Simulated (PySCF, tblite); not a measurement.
# C₂H₆ClGeSi radical: geometry, infrared bands and EPR parameters

What infrared bands and EPR parameters should C₂H₆ClGeSi radical (`[SiH3]/C=[C]\[GeH2][Cl]`) show?

Programs: tblite 0.8.0 and PySCF 2.14.0, with density-fitted response routines of our own. Each step states its level of theory. These are calculated values for one molecule in the gas phase, unless marked as measured. Atoms are numbered from 0 throughout.

### 1 The starting structure

11 atoms, charge 0, multiplicity 2; geometry from: force field or distance geometry start.

Bonds of the start (Å): Si0–C1 1.83, C1–C2 1.35, C2–Ge3 1.91, Ge3–Cl4 2.15, Si0–H5 1.47, Si0–H6 1.47, Si0–H7 1.46, C1–H8 1.09, Ge3–H9 1.55, Ge3–H10 1.56.

### 2 Relaxing the molecule with GFN2-xTB

The job: settings as JSON, then the geometry in Å.

```
{"job": {"kind": "relax", "xc": "GFN2-xTB", "basis": "xTB"}, "charge": 0, "multiplicity": 2}
Si    -2.263100     0.255800    -0.061200
C     -0.504400    -0.198300    -0.259600
C      0.424400     0.349900     0.544200
Ge     2.275100    -0.093500     0.364200
Cl     2.961800     0.398200    -1.611200
H     -2.434100     1.702000    -0.291700
H     -2.721700    -0.072400     1.295100
H     -3.071400    -0.479200    -1.036500
H     -0.209800    -0.929200    -1.006400
H      3.093800     0.692400     1.423700
H      2.454700    -1.622900     0.613200
```

The run is started by

```sh
> OMP_NUM_THREADS=1 python probes_run.py task.json out
```

This one command runs all jobs of the session in turn.

**Question.** This job is followed by: GFN2-xTB harmonic vibrations, gas phase; UKS B3LYP, def2-TZVP-core on Ge, pcH-1 on C Cl H Si, non-relativistic, mean-field spin-orbit, GIAO. What will the session give for the following? strongest single infrared mode (GFN2-xTB); zero-point energy (GFN2-xTB); g(iso) (B3LYP); ⟨S²⟩; largest a(iso) (averaged by class); potential on the surface of density 0.002 e/bohr³, 1st and 99th percentile.

As calculated:

```
                                                                  quantity                  value
                                 strongest single infrared mode (GFN2-xTB)  1917 cm⁻¹, 368 km/mol
                                              zero-point energy (GFN2-xTB)          36.0 kcal/mol
                                                            g(iso) (B3LYP)                2.00155
                                                                      ⟨S²⟩     0.758 (exact 0.75)
                                        largest a(iso) (averaged by class)   13C on C2, 211.1 MHz
potential on the surface of density 0.002 e/bohr³, 1st and 99th percentile     -0.63 V and 1.40 V
```

What this shows: The optimisation took 128 steps and gained 0.479 eV; among the close pairs (by a distance rule), Si0–C1 changed most, from 1.827 to 1.925 Å. The lowest mode is imaginary (53i cm⁻¹), so the xTB geometry is not a minimum: the zero-point energy counts the real modes alone, and all values at this geometry belong to a saddle point. The strongest single mode, at 1917 cm⁻¹, moves mainly H10. GFN2-xTB is a fitted tight-binding method: band positions and strengths are rough. Its intensities can rank the bands wrongly. C2 carries the largest spin population, 0.90 e. The isotropic g lies 0.8 ppt below the free-electron value. The hyperfine terms hold no scalar relativity, which the heavier nuclei need.
